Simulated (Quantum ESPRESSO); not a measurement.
Set up this calculation in Quantum ESPRESSO 7.5, as the native input.

```
Task                : single point
Functional          : PBE
Potentials or basis : SSSP 1.3 efficiency PBE
Cutoff              : 816 eV
Density cutoff      : 6531 eV
k mesh              : 6 × 6 × 6
Occupations         : fermi-dirac, width 0.05 eV
Spin                : no spin polarisation
Mixing beta         : 0.5
Most SCF iterations : 120
SCF threshold       : 1e-09 Ry
```

The system is Si3MoN.

```
CELL_PARAMETERS angstrom
4.56638 0.00000 0.00000
0.00000 4.56638 0.00000
0.00000 0.00000 4.56638
ATOMIC_POSITIONS crystal
Si 0.00000 0.50000 0.50000
Si 0.50000 0.00000 0.50000
Si 0.50000 0.50000 0.00000
Mo 0.50000 0.50000 0.50000
N 0.00000 0.00000 0.00000
```

The cell was built by a generator and needn't be a form met in nature.

The input as run:

pw.in

```
&CONTROL
  calculation = 'scf'
  prefix = 'pwscf'
  outdir = './tmp'
  pseudo_dir = './pseudo'
  tprnfor = .true.
  tstress = .true.
  disk_io = 'low'
/
&SYSTEM
  ibrav = 0
  nat = 5
  ntyp = 3
  ecutwfc = 60
  ecutrho = 480
  nbnd = 23
  occupations = 'smearing'
  smearing = 'fd'
  degauss = 0.00367493
/
&ELECTRONS
  conv_thr = 1d-09
  electron_maxstep = 120
  mixing_beta = 0.5
/
ATOMIC_SPECIES
Si    28.0850 Si.pbe-n-rrkjus_psl.1.0.0.UPF
Mo    95.9500 Mo_ONCV_PBE-1.0.oncvpsp.upf
N     14.0070 N.pbe-n-radius_5.UPF
CELL_PARAMETERS angstrom
   4.5663750100    0.0000000000    0.0000000000
   0.0000000000    4.5663750100    0.0000000000
   0.0000000000    0.0000000000    4.5663750100
ATOMIC_POSITIONS crystal
Si     0.0000000000    0.5000000000    0.5000000000
Si     0.5000000000    0.0000000000    0.5000000000
Si     0.5000000000    0.5000000000    0.0000000000
Mo     0.5000000000    0.5000000000    0.5000000000
N      0.0000000000    0.0000000000    0.0000000000
K_POINTS automatic
6 6 6 0 0 0
```

pp_density.in

```
&INPUTPP
  prefix = 'pwscf'
  outdir = './tmp'
  filplot = 'density.dat'
  plot_num = 0
/
&PLOT
  nfile = 1
  filepp(1) = 'density.dat'
  iflag = 3
  output_format = 6
  fileout = 'density.cube'
/
```

pp_potential.in

```
&INPUTPP
  prefix = 'pwscf'
  outdir = './tmp'
  filplot = 'potential.dat'
  plot_num = 11
/
&PLOT
  nfile = 1
  filepp(1) = 'potential.dat'
  iflag = 3
  output_format = 6
  fileout = 'potential.cube'
/
```

Potentials or basis: SSSP 1.3 efficiency PBE.

Run with:

```bash
$ OMP_NUM_THREADS=1 pw.x -in pw.in > pw.out
$ OMP_NUM_THREADS=1 pp.x -in pp_density.in > pp_density.out
$ OMP_NUM_THREADS=1 pp.x -in pp_potential.in > pp_potential.out
```

It gave:

| Property | Result |
| --- | --- |
| Pressure | 6.0 GPa |
| Band gap on the k mesh | none (metal or under the smearing width) |

It took 70 s on 1 thread of Intel(R) Xeon(R) Platinum 8488C (Sapphire Rapids) (shared host), peak memory 0.47 GiB.
